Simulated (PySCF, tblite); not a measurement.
# Te12Pb12: electronic excitations

Wanted: electronic excitations for Te12Pb12.

Computed with tblite 0.8.0 and PySCF 2.14.0 and routines of our own; the level stands in each step. Atoms count from 0.

## Step 1: The starting structure

24 atoms, charge 0, multiplicity 1; geometry from: force field, distance geometry or constructed start.

## Step 2: Relaxing the molecule with GFN2-xTB

Job settings and geometry (Å):

```
{"job": {"kind": "relax", "xc": "GFN2-xTB", "basis": "xTB"}, "charge": 0, "multiplicity": 1}
Pb    -1.562100    -3.135900    -4.702700
Te    -1.570200    -3.131500    -1.573900
Pb    -1.561800    -3.136400     1.568000
Te    -1.567700    -3.129700     4.694900
Te    -1.568000    -0.001200    -4.697700
Pb    -1.570300    -0.000500    -1.569600
Te    -1.566900     0.001700     1.563700
Pb    -1.563600     0.002700     4.702600
Pb    -1.564300     3.132000    -4.701500
Te    -1.569800     3.133300    -1.565400
Pb    -1.569100     3.132900     1.564900
Te    -1.569500     3.132100     4.701100
Te     1.563600    -3.133400    -4.696100
Pb     1.569200    -3.134700    -1.569700
Te     1.564800    -3.129000     1.567200
Pb     1.565100    -3.133500     4.707400
Pb     1.567400     0.001900    -4.700200
Te     1.565900    -0.003400    -1.568000
Pb     1.566400     0.001800     1.569500
Te     1.569800     0.000900     4.703800
Te     1.564700     3.137900    -4.699600
Pb     1.566100     3.135600    -1.567200
Te     1.570400     3.138700     1.573600
Pb     1.562800     3.129800     4.699600
```

Run with:

```console
$ OMP_NUM_THREADS=2 python large_run.py task.json out
```

One launch serves the whole session: the jobs run in the order shown.

Standard output:

```text
step      E/eV     max force
  0   -1793.74159    1.882
  1   -1794.41371    1.742
  2   -1796.82750    0.686
  3   -1796.88087    0.442
  4   -1796.91088    0.391
  5   -1797.05603    0.303
  6   -1797.07883    0.291
  7   -1797.12130    0.311
  8   -1797.14814    0.292
  9   -1797.18290    0.203
 10   -1797.19993    0.182
 11   -1797.21208    0.200
 12   -1797.23030    0.239
 13   -1797.25503    0.230
 14   -1797.27427    0.149
 15   -1797.28293    0.147
 16   -1797.28844    0.126
 17   -1797.29506    0.131
 18   -1797.30199    0.111
 19   -1797.30738    0.123
 20   -1797.31112    0.137
 21   -1797.31501    0.143
 22   -1797.32258    0.146
 23   -1797.33846    0.213
 24   -1797.36286    0.249
 25   -1797.39196    0.271
 26   -1797.41533    0.268
 27   -1797.42436    0.251
 28   -1797.43187    0.204
 29   -1797.44131    0.162
 30   -1797.44854    0.123
 31   -1797.45264    0.127
 32   -1797.45716    0.145
 33   -1797.46519    0.146
 34   -1797.47397    0.152
 35   -1797.48068    0.163
 36   -1797.48623    0.161
 37   -1797.49382    0.155
 38   -1797.50869    0.201
 39   -1797.53263    0.252
 40   -1797.55553    0.225
 41   -1797.56948    0.176
 42   -1797.57454    0.156
 43   -1797.57665    0.143
 44   -1797.58097    0.119
 45   -1797.59557    0.113
 46   -1797.59952    0.138
 47   -1797.60421    0.147
 48   -1797.61014    0.138
 49   -1797.62163    0.166
 50   -1797.63525    0.229
 51   -1797.64861    0.236
 52   -1797.65943    0.237
 53   -1797.66971    0.209
 54   -1797.67990    0.151
 55   -1797.68582    0.137
 56   -1797.68848    0.116
 57   -1797.69040    0.090
 58   -1797.69351    0.082
 59   -1797.69636    0.070
 60   -1797.69811    0.070
 61   -1797.69921    0.073
 62   -1797.70038    0.065
 63   -1797.70184    0.051
 64   -1797.70278    0.039
 65   -1797.70325    0.037
 66   -1797.70370    0.042
 67   -1797.70448    0.047
 68   -1797.70557    0.052
 69   -1797.70666    0.049
 70   -1797.70745    0.053
 71   -1797.70809    0.055
 72   -1797.70882    0.045
 73   -1797.70957    0.035
 74   -1797.71008    0.037
 75   -1797.71039    0.040
 76   -1797.71071    0.040
 77   -1797.71114    0.030
 78   -1797.71160    0.031
 79   -1797.71196    0.033
 80   -1797.71230    0.033
 81   -1797.71275    0.037
 82   -1797.71349    0.036
 83   -1797.71447    0.053
 84   -1797.71530    0.065
 85   -1797.71586    0.064
 86   -1797.71645    0.054
 87   -1797.71702    0.038
 88   -1797.71753    0.034
 89   -1797.71792    0.030
 90   -1797.71815    0.025
 91   -1797.71830    0.022
 92   -1797.71842    0.019
```

It took 5.5 s on 2 threads of Arm Neoverse V2, shared host; peak memory 0.16 GiB.

Step by step:

| step | energy from step 0 (eV) | largest force (eV/Å) |
| --- | --- | --- |
| 0 | 0.0000 | 1.8825 |
| 1 | -0.6721 | 1.7424 |
| 2 | -3.0859 | 0.6855 |
| 3 | -3.1393 | 0.4418 |
| 4 | -3.1693 | 0.3913 |
| 5 | -3.3144 | 0.3028 |
| 6 | -3.3372 | 0.2908 |
| 7 | -3.3797 | 0.3109 |
| 8 | -3.4065 | 0.2921 |
| 15 | -3.5413 | 0.1470 |
| 22 | -3.5810 | 0.1467 |
| 29 | -3.6997 | 0.1626 |
| 37 | -3.7522 | 0.1554 |
| 44 | -3.8394 | 0.1196 |
| 51 | -3.9070 | 0.2362 |
| 58 | -3.9519 | 0.0822 |
| 66 | -3.9621 | 0.0419 |
| 73 | -3.9680 | 0.0347 |
| 80 | -3.9707 | 0.0326 |
| 88 | -3.9759 | 0.0333 |
| 89 | -3.9763 | 0.0301 |
| 90 | -3.9766 | 0.0255 |
| 91 | -3.9767 | 0.0214 |
| 92 | -3.9768 | 0.0192 |

Distances of close pairs at the start and the end, largest changes first:

| bond | before (Å) | after (Å) | change (Å) |
| --- | --- | --- | --- |
| Pb7–Pb18 | 4.429 | 3.249 | -1.179 |
| Pb5–Pb16 | 4.432 | 3.254 | -1.179 |
| Te9–Pb10 | 3.130 | 4.211 | +1.081 |
| Te1–Pb2 | 3.142 | 4.213 | +1.071 |
| Pb13–Te14 | 3.137 | 4.204 | +1.067 |
| Pb21–Te22 | 3.141 | 4.202 | +1.061 |
| Pb10–Te22 | 3.140 | 2.885 | -0.254 |
| Te1–Pb13 | 3.139 | 2.885 | -0.254 |

The next job starts from the end point, and lists it.

## Step 3: Harmonic vibrations with GFN2-xTB

Job settings and geometry (Å):

```
{"job": {"kind": "ir", "xc": "GFN2-xTB", "basis": "xTB"}, "charge": 0, "multiplicity": 1}
Pb    -1.267865    -2.772757    -4.708004
Te    -0.958216    -3.109893    -1.841719
Pb    -1.889975    -2.895862     2.261182
Te    -1.641086    -2.590003     5.181887
Te    -2.309789     0.000203    -4.213551
Pb    -0.980725     0.000539    -1.409659
Te    -2.331138    -0.001360     1.290158
Pb    -0.818457     0.000732     4.121159
Pb    -1.268974     2.772187    -4.705646
Te    -0.960337     3.111717    -1.838696
Pb    -1.890552     2.893634     2.262585
Te    -1.643463     2.590682     5.182545
Te     1.648514    -2.589419    -5.177988
Pb     1.888755    -2.896280    -2.258050
Te     0.954746    -3.108933     1.835113
Pb     1.272788    -2.774264     4.702419
Pb     0.819999     0.001403    -4.119532
Te     2.323647     0.001013    -1.288094
Pb     0.979672     0.002057     1.414798
Te     2.308436     0.000326     4.215214
Te     1.647693     2.591220    -5.178809
Pb     1.884810     2.898242    -2.257454
Te     0.954392     3.110965     1.834978
Pb     1.270085     2.775709     4.699698
```

Standard output:

```text
mode    cm-1     km/mol
  1       5.0      0.01
  2       5.1      0.02
  3      10.2      0.14
  4      12.9      0.03
  5      13.8      0.00
  6      13.8      0.00
  7      19.6      0.00
  8      19.7      0.25
  9      24.6      0.02
 10      30.2      0.00
 11      30.6      0.14
 12      31.7      0.00
 13      34.1      0.12
 14      37.2      0.00
 15      42.6      0.76
 16      42.9      0.00
 17      45.1      0.15
 18      48.1      0.00
 19      49.0      0.07
 20      51.6      0.00
 21      52.7      0.39
 22      53.5      0.00
 23      56.3      0.17
 24      62.4      0.02
 25      63.0      0.41
 26      67.1      0.00
 27      68.3      0.40
 28      68.4      0.32
 29      70.9      0.06
 30      74.7      0.00
 31      87.0      3.07
 32      87.4      0.37
 33      88.1      8.16
 34      89.7      0.00
 35      92.5      0.00
 36     100.3      0.83
 37     104.3      0.00
 38     109.3      0.13
 39     110.2      0.02
 40     110.5      3.00
 41     110.7      0.22
 42     114.1      0.00
 43     117.5      0.00
 44     119.3      0.03
 45     120.2      2.83
 46     121.8      0.35
 47     125.1      0.01
 48     126.4      1.24
 49     126.6      0.13
 50     127.5      1.11
 51     129.3      5.04
 52     129.5      7.61
 53     130.4      0.00
 54     135.1      6.09
 55     141.8      4.13
 56     144.5      0.00
 57     147.3      0.00
 58     148.5      1.26
 59     148.7      0.87
 60     150.8      0.00
 61     151.0      0.00
 62     153.4      0.01
 63     155.3      0.01
 64     155.5      0.00
 65     166.0      0.09
 66     166.2      1.73
```

Run time: 7.4 s. Hardware: 2 threads of Arm Neoverse V2, shared host; peak memory 0.16 GiB.

The strongest bands and the atoms that carry them (share of the mass-weighted mode):

| cm⁻¹ | km/mol | atoms |
| --- | --- | --- |
| 87 | 3.1 | Te4 22 %, Te19 21 % |
| 88 | 8.2 | Pb18 22 %, Te14 19 %, Te22 18 % |
| 110 | 3.0 | Te6 14 %, Te17 13 %, Pb16 12 %, Pb7 12 % |
| 120 | 2.8 | Te11 11 %, Te3 11 % |
| 129 | 5.0 | Pb5 23 %, Te4 20 % |
| 130 | 7.6 | Pb18 26 %, Te19 20 % |
| 135 | 6.1 | Te19 18 %, Te4 18 % |
| 142 | 4.1 | Te14 13 %, Te22 13 %, Te1 13 %, Te9 13 % |

## Step 4: Electronic excitations: TDDFT PBE/def2-SVP

Settings changed since step 3:

```diff
@@ -1,2 +1,2 @@
-{"job": {"kind": "ir", "xc": "GFN2-xTB", "basis": "xTB"}, "charge": 0, "multiplicity": 1}
+{"job": {"kind": "uv", "basis": "def2-SVP", "grid": 1, "kgrid": 0, "vcut": null, "nstates": 6, "ntriplets": 2, "tda": false, "delta": ["ip_vertical"], "pop": true, "xc": "PBE"}, "charge": 0, "multiplicity": 1}
 Pb    -1.267865    -2.772757    -4.708004
```

With the program's defaults for keys left out, this is: TDDFT PBE/def2-SVP, vertical, gas phase, core orbitals frozen in the response.

Standard output:

```text
start: PBE on a coarse grid of 185616 points
cycle   1  E = -5437.5048558571  dE = -5.832e+02  |g| = 1.590e+01  |ddm| = 6.317e+01
cycle   2  E = -3974.5358171661  dE =  1.463e+03  |g| = 3.627e+01  |ddm| = 2.851e+02
cycle   3  E = -5458.5607198386  dE = -1.484e+03  |g| = 1.185e+01  |ddm| = 2.881e+02
cycle   4  E = -5303.4435535474  dE =  1.551e+02  |g| = 2.508e+01  |ddm| = 4.808e+01
cycle   5  E = -5503.6505444089  dE = -2.002e+02  |g| = 7.102e+00  |ddm| = 3.518e+01
cycle   6  E = -5376.1380776001  dE =  1.275e+02  |g| = 1.639e+01  |ddm| = 2.514e+01
cycle   7  E = -5493.4811474758  dE = -1.173e+02  |g| = 8.122e+00  |ddm| = 2.069e+01
cycle   8  E = -5422.3336764774  dE =  7.115e+01  |g| = 1.162e+01  |ddm| = 2.133e+01
cycle   9  E = -5530.0955354597  dE = -1.078e+02  |g| = 2.066e+00  |ddm| = 1.864e+01
cycle  10  E = -5508.9744018112  dE =  2.112e+01  |g| = 6.923e+00  |ddm| = 1.243e+01
cycle  11  E = -5530.4402509157  dE = -2.147e+01  |g| = 2.115e+00  |ddm| = 1.088e+01
cycle  12  E = -5531.0273080239  dE = -5.871e-01  |g| = 1.781e+00  |ddm| = 6.317e+00
cycle  13  E = -5532.0829550134  dE = -1.056e+00  |g| = 6.363e-01  |ddm| = 3.496e+00
cycle  14  E = -5532.1692115725  dE = -8.626e-02  |g| = 4.835e-01  |ddm| = 2.006e+00
cycle  15  E = -5532.2345729734  dE = -6.536e-02  |g| = 2.690e-01  |ddm| = 1.095e+00
cycle  16  E = -5532.2617123890  dE = -2.714e-02  |g| = 9.032e-02  |ddm| = 6.068e-01
cycle  17  E = -5532.2634176754  dE = -1.705e-03  |g| = 6.423e-02  |ddm| = 2.671e-01
cycle  18  E = -5532.2646556037  dE = -1.238e-03  |g| = 3.440e-02  |ddm| = 1.674e-01
cycle  19  E = -5532.2651074491  dE = -4.518e-04  |g| = 1.332e-02  |ddm| = 8.479e-02
cycle  20  E = -5532.2651683922  dE = -6.094e-05  |g| = 5.164e-03  |ddm| = 3.119e-02
final grid: 185616 points
cycle  21  E = -5532.2650316742  dE =  1.367e-04  |g| = 1.877e-02  |ddm| = 4.465e-02
cycle  22  E = -5532.2628110686  dE =  2.221e-03  |g| = 7.580e-02  |ddm| = 1.668e-01
cycle  23  E = -5532.2651319963  dE = -2.321e-03  |g| = 1.071e-02  |ddm| = 1.351e-01
cycle  24  E = -5532.2651801544  dE = -4.816e-05  |g| = 1.104e-03  |ddm| = 2.207e-02
cycle  25  E = -5532.2651796340  dE =  5.204e-07  |g| = 3.862e-04  |ddm| = 2.596e-03
cycle  26  E = -5532.2651802598  dE = -6.258e-07  |g| = 1.974e-04  |ddm| = 1.006e-03
cycle  27  E = -5532.2651800310  dE =  2.288e-07  |g| = 7.598e-05  |ddm| = 4.681e-04
converged SCF energy = -5532.2651800310

Static polarisability (au): isotropic 1080.904, principal 790.960 1052.693 1399.060

Singlet excitations
state   eV       nm        f      main configurations
  1   1.5153    818.2   0.00089   H->L 0.95
  2   1.5249    813.1   0.01104   H-1->L 0.95
  3   1.6502    751.3   0.00080   H->L+1 0.67, H-2->L 0.25
  4   1.6558    748.8   0.00020   H-1->L+1 0.80, H-3->L 0.09
  5   1.6708    742.1   0.00027   H-3->L 0.82
  6   1.6818    737.2   0.00940   H-2->L 0.60, H->L+1 0.26

Triplet excitations (Tamm-Dancoff, eV): 1.4194 1.4295
```

It took 3.1 min on 2 threads of Arm Neoverse V2, shared host; peak memory 1.5 GiB.

Warnings kept with the result: ip_vertical: open-shell SCF did not converge.

Frontier orbitals and where they lie:

| orbital | eV | atoms |
| --- | --- | --- |
| HOMO−4 | -5.12 | Te1 7 %, Te9 7 %, Te14 7 % |
| HOMO−3 | -4.91 | Te22 11 %, Te14 10 %, Te9 10 % |
| HOMO−2 | -4.88 | Te6 16 %, Te4 15 %, Te17 15 % |
| HOMO−1 | -4.74 | Te11 14 %, Te3 14 %, Te19 12 % |
| HOMO | -4.73 | Te4 17 %, Te20 12 %, Te12 12 % |
| LUMO | -3.27 | Te6 10 %, Te17 9 %, Pb7 9 % |
| LUMO+1 | -3.11 | Pb5 18 %, Pb18 17 %, Te17 7 % |
| LUMO+2 | -2.91 | Pb16 14 %, Pb7 14 %, Pb5 8 % |
| LUMO+3 | -2.83 | Pb10 9 %, Pb2 9 %, Pb21 9 % |

With each of the 6 states as a Gaussian band of 0.4 eV half-width at 1/e, the curve within the window shown has maxima at 777 nm (ε 880) L/(mol cm). Beyond the last state computed it falls off for lack of states. The curve at chosen wavelengths:

nm, ε (L/mol/cm) and a bar:
```
      626        374 ###########
      655        529 #################
      684        671 ######################
      713        783 ##########################
      742        853 #############################
      772        881 ##############################
      801        870 ##############################
      830        830 ############################
      859        770 ##########################
      888        699 #######################
      917        624 #####################
      946        550 ##################
      975        479 ###############
     1005        411 #############
     1034        353 ###########
     1063        302 #########
     1092        257 #######
     1121        218 ######
     1150        185 #####
     1179        157 ####
     1208        133 ###
     1238        112 ##
     1267         96 #
     1296         81 #
     1325         69 
     1354         59
```

Leading natural transition orbitals of singlet state 2: the hole lies on Te3, Te11, Te19 about 14 % each; Pb7 9 %; Te6, Te14, Te22 about 6 % each; the particle on Te6, Te17 about 10 % each; Pb13, Pb16, Pb21 about 9 % each; 5 Pb atoms about 6 % each.

Leading natural transition orbitals of singlet state 1: the hole lies on Te4 18 %; Te12, Te20 about 12 % each; 4 Te atoms about 7 % each; the particle on Te6, Te17 about 10 % each; Pb2, Pb7, Pb10 about 9 % each; 5 Pb atoms about 6 % each.

Further results of this job:

| property | computed |
| --- | --- |
| dipole moment (D) | 0.03 |
| polarisability (Å³) | 160.17 |
| HOMO–LUMO gap (eV) | 1.46 |
| −ε(HOMO) (eV) | 4.73 |

Orbitals, density, ELF and potential are computed afterwards from the orbital file.

Frontier orbitals at PBE/def2-SVP, with the share of their density that lies nearest to each atom:

| orbital | energy (eV) | lies on |
| --- | --- | --- |
| HOMO | -4.73 | Te4 17 %; Te12, Te20 about 12 % each; Te1, Te9, Te17 about 7 % each |
| LUMO | -3.27 | Te6, Te17 about 10 % each; 7 Pb atoms about 7 % each; Pb5 6 % |

ELF in a plane through or near 4 of the atoms.

Ten even steps from '0' (0.00) to '9' (0.78):
```
0000000000110000000000000000
0000010014564100000000110000
0002553138998300243103665200
0016755358569701544327999620
0037577365656803477447448940
0026577456447703488454984951
0014466337788201344355556941
0001333311332113432125789720
0001367742344348773233455300
0002686663586365354345420000
0002686663596365354345420000
0001367742344348773233455300
0001333311332114432125779720
0014465337788201344355556941
0026577456447703488454984951
0037577365657803477447448940
0016755358569701544327999620
0002553138998300243103665200
0000010014564100000000110000
0000000001221000000000000000
```
The map spans 15.7 Å across and 11.4 Å up, centred on the molecule. Atoms in the plane (x, y in Å): Pb0 (-4.6, -2.8), Te3 (5.2, -2.6), Pb8 (-4.6, 2.8), Te11 (5.2, 2.6).

On the surface of density 0.002 e/bohr³ the electrostatic potential runs, from the 1st to the 99th percentile, from -0.31 V near Te9 to 1.12 V near Pb13.

## Step 5: Outcome

```
                                 quantity                        value
strongest single infrared mode (GFN2-xTB)            88 cm⁻¹, 8 km/mol
             zero-point energy (GFN2-xTB)                 8.2 kcal/mol
            lowest singlet (PBE/def2-SVP)  1.52 eV (818 nm), f = 0.001
 brightest single state of those computed  state 2, 1.52 eV, f = 0.011
                           lowest triplet                      1.42 eV
    surface potential, 1st and 99th percentile           -0.31 V and 1.12 V
```

What this shows: All 66 modes are real, so the xTB geometry is a minimum. GFN2-xTB is a fitted tight-binding method: band positions and strengths are rough. Its intensities can rank the bands wrongly. The first singlet state (HOMO→LUMO 0.95) lies at 1.52 eV and is dark; of the 6 states computed, the strongest absorption comes from state 2 at 1.52 eV. The lowest triplet lies 0.10 eV below the lowest singlet (triplets in Tamm-Dancoff, singlets in full TDDFT). Spin-orbit coupling, left out, mixes singlets and triplets in elements this heavy. At PBE/def2-SVP, counted by nearest atom on the grid, the HOMO lies on Te4 17 %; Te12, Te20 about 12 % each, the LUMO on Te6, Te17 about 10 % each; 7 Pb atoms about 7 % each.
